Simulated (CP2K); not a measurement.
## WS under changes of volume

One of the cells (13.607 Å³/atom); the others are scaled copies at fixed shape and fractional positions:

```
CELL_PARAMETERS angstrom
3.00789 0.00000 0.00000
0.00000 3.00789 0.00000
0.00000 0.00000 3.00789
ATOMIC_POSITIONS crystal
W 0.50000 0.50000 0.50000
S 0.00000 0.00000 0.00000
```

The cell was built by a generator and needn't be a form met in nature.

| Item | Value |
| --- | --- |
| Program | CP2K 2026.2 |
| Functional | LDA |
| Potentials or basis | GTH_POTENTIALS W GTH-PADE-q14, S GTH-PADE-q6; TZVP-MOLOPT-PBE-GTH basis |
| Density cutoff | 6123 eV |
| k mesh | 9 × 9 × 9 |
| Occupations | fermi-dirac, width 0.0259 eV |
| Spin | no spin polarisation |

| volume (Å³/atom) | energy over the lowest point (meV/atom) | pressure (GPa) |
| --- | --- | --- |
| 12.790 | 0.00 | -23.7 |
| 13.063 | 45.98 | -31.3 |
| 13.335 | 104.39 | -38.1 |
| 13.607 | 174.34 | -44.2 |
| 13.879 | 254.11 | -49.8 |
| 14.151 | ? | ? |
| 14.423 | 439.54 | -59.3 |

Task: What does the run at 14.151 Å³/atom give?

Result: Energy over the lowest point 342.62 meV/atom; pressure -54.8 GPa.

Worked out: A Birch-Murnaghan fit of order 3 (a polynomial in V^(-2/3)) to the other rows has no minimum within the range. It gives 342.89 meV/atom at 14.151 Å³/atom, against the run's 342.62, and -dE/dV = -54.7 GPa, against -54.8.

Energies are extrapolated to zero smearing.

Caveats: the basis of atomic orbitals isn't converged, which shifts pressures, moduli and gaps.
